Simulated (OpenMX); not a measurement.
HPbNO4:

```
H Pb N O
1.0
     3.85707    0.00178   -0.03658
     0.17353    4.33436   -0.01647
     0.75803    0.83873    5.87662
H Pb N O
1 1 1 4
Direct
  0.61511 0.89559 0.19844
  0.64597 0.44651 0.91685
  0.71474 0.23810 0.50058
  0.16958 0.47007 0.77768
  0.62919 0.97045 0.49845
  0.56424 0.92583 0.03849
  0.78022 0.42250 0.31951
```

The cell was built by a generator and needn't be a form met in nature.

Base run:

- Program: OpenMX 3.8.5
- Functional: PBE
- Potentials or basis: OpenMX 2013 PBE set, H6.0-s2p1, Pb8.0-s3p2d2f1, N6.0-s2p2d1, O6.0-s2p2d1, grid cutoff 500 Ry
- k mesh: 7 × 7 × 5
- Occupations: fermi-dirac, width 0.05 eV
- Spin: no spin polarisation

Its results: band gap on the k mesh 0.40 eV, indirect (least direct gap 0.59 eV); pressure 2.5 GPa; largest force 1.837 eV/Å.

Q: The run is repeated on the same cell with these changes: potentials or basis from OpenMX 2013 PBE set, H6.0-s2p1, Pb8.0-s3p2d2f1, N6.0-s2p2d1, O6.0-s2p2d1, grid cutoff 500 Ry to OpenMX 2013 PBE set, H7.0-s2p2d1, Pb8.0-s3p2d2f2, N6.0-s3p2d2, O6.0-s3p2d2, grid cutoff 500 Ry. What comes out?

A: Band gap on the k mesh 0.39 eV, indirect (least direct gap 0.60 eV); pressure 1.6 GPa; largest force 1.309 eV/Å.

Caveats: spin-orbit coupling is left out, which as a rule narrows the gap of such compounds by several tenths of an eV; the basis of atomic orbitals isn't converged, which shifts pressures, moduli and gaps; forces of over 1 eV/Å show positions far from the minimum, so gaps and moduli don't describe the material at rest; an odd mesh through Γ misses points on the zone boundary, where band edges often lie (some runs).
